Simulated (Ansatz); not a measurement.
AlBrH2SSi, SMILES [Br][Al]1[SiH2][S]1, a geometry optimisation

With the Python package of Ansatz (0.2.0).

Typed at the interpreter:
```pycon
>>> import ansatz
>>> from ase import Atoms
>>> import numpy as np
>>> config = {
...     'basis_set': 'def2-SVP',
...     'functional': 'r2scan',
... }
>>> atoms = Atoms(['Br', 'Al', 'Si', 'S', 'H', 'H'], positions=[
...     (0.2059, -3.134, 1.532),
...     (0.0366, -1.3313, -0.0682),
...     (0.1418, 1.017, -0.169),
...     (-1.2158, 0.0581, -1.3571),
...     (1.2858, 1.5653, -0.9613),
...     (-0.4122, 1.7609, 0.9774),
... ])
>>> albrh2ssi = ansatz.Crystal.molecule_from_ase(atoms)
>>> calculation = albrh2ssi.calculation().basis(gaussian=config['basis_set']).functional(config['functional'])
>>> symbols = [site.symbol for site in albrh2ssi.cartesian_sites]
>>> start = np.array([site.position_ang for site in albrh2ssi.cartesian_sites], dtype=float)
>>> def progress(event):
...     if event['event'] == 'relax_step':
...         row = event['data']
...         print(f'step {row["step"]:3d}  E = {row["lagrangian_ev"]:.6f} eV  max force {row["allowed_force_max_ev_ang"]:.4f} eV/A')
...
>>> rep = calculation.relax(force_tolerance=0.01).session().plan().execute(on_event=progress).report
step   1  E = -95371.943716 eV  max force 2.5600 eV/A
step   2  E = -95372.696253 eV  max force 0.7192 eV/A
step   3  E = -95372.841900 eV  max force 0.4702 eV/A
step   4  E = -95372.885425 eV  max force 0.4461 eV/A
step   5  E = -95372.884168 eV  max force 0.1678 eV/A
step   6  E = -95372.892011 eV  max force 0.0637 eV/A
step   7  E = -95372.892320 eV  max force 0.0174 eV/A
step   8  E = -95372.892033 eV  max force 0.0446 eV/A
step   9  E = -95372.892374 eV  max force 0.0025 eV/A
>>> end = np.array(rep['positions_ang'])
>>> for key in ('converged', 'free_energy_ev', 'reference_energy_ev', 'n_frozen', 'n_occupied', 'n_virtual'):
...     print(f'{key:22s} {rep[key]}')
...
converged              True
free_energy_ev         -95372.89238354431
reference_energy_ev    -95372.89238354431
n_frozen               0
n_occupied             [40, 40]
n_virtual              [56, 56]
>>> print('bond        before    after (A)')
bond        before    after (A)
>>> for i, j in [(0, 1), (1, 2), (1, 3), (2, 3), (2, 4), (2, 5)]:
...     d0, d1 = (np.linalg.norm(xyz[i] - xyz[j]) for xyz in (start, end))
...     print(f'{symbols[i]}{i}-{symbols[j]}{j}'.ljust(10), f'{d0:8.4f} {d1:8.4f}')
...
Br0-Al1      2.4164   2.2371
Al1-Si2      2.3528   2.3164
Al1-S3       2.2716   2.1689
Si2-S3       2.0431   2.2435
Si2-H4       1.4957   1.4934
Si2-H5       1.4746   1.4934
>>> charges = rep['charge_distribution']
>>> dipole = np.array(charges['dipole_moment_e_ang']) * 4.803205
>>> print('dipole (D): {:.3f} {:.3f} {:.3f}, length {:.3f}'.format(*dipole, np.linalg.norm(dipole)))
dipole (D): 1.074 0.120 1.066, length 1.518
>>> print('atom  Mulliken   Lowdin')
atom  Mulliken   Lowdin
>>> for symbol, m, l in zip(symbols, charges['mulliken_charges_e'], charges['lowdin_charges_e']):
...     print(f'{symbol:4s} {m:9.3f} {l:8.3f}')
...
Br      -0.269    0.125
Al       0.630   -0.211
Si       0.097    0.135
S       -0.387    0.080
H       -0.036   -0.064
H       -0.036   -0.064
>>> with open('albrh2ssi_opt.xyz', 'w') as handle:
...     handle.write(f'{len(symbols)}\nrelaxed AlBrH2SSi\n')
...     handle.writelines(f'{s:2s} {x:11.6f} {y:11.6f} {z:11.6f}\n' for s, (x, y, z) in zip(symbols, end))
...
20
```

File `albrh2ssi_opt.xyz` afterwards:
```text
6
relaxed AlBrH2SSi
Br    0.164416   -3.325958    1.121067
Al   -0.031033   -1.248409    0.314815
Si    0.250262    1.020184   -0.059473
S    -1.217832   -0.240272   -1.194946
H     1.290459    1.622230   -0.945980
H    -0.414173    2.108225    0.718317
```

Caveats:
- Total energies depend on the basis set; only differences at equal settings carry meaning.
- The end point is the stationary point reached from this start; no frequency run checks that it is a minimum, and the basis set is modest.
- The Löwdin charges here are taken after orthogonalising the functions within each atom; they differ from plain Löwdin charges, and their signs can be unphysical.
- Timing: 51 s on 1 thread of Intel(R) Xeon(R) Platinum 8375C CPU @ 2.90GHz (Ice Lake), with other jobs on the host, peak memory 0.25 GiB.

(Lines on the test bed's own set-up are left out of the output.)
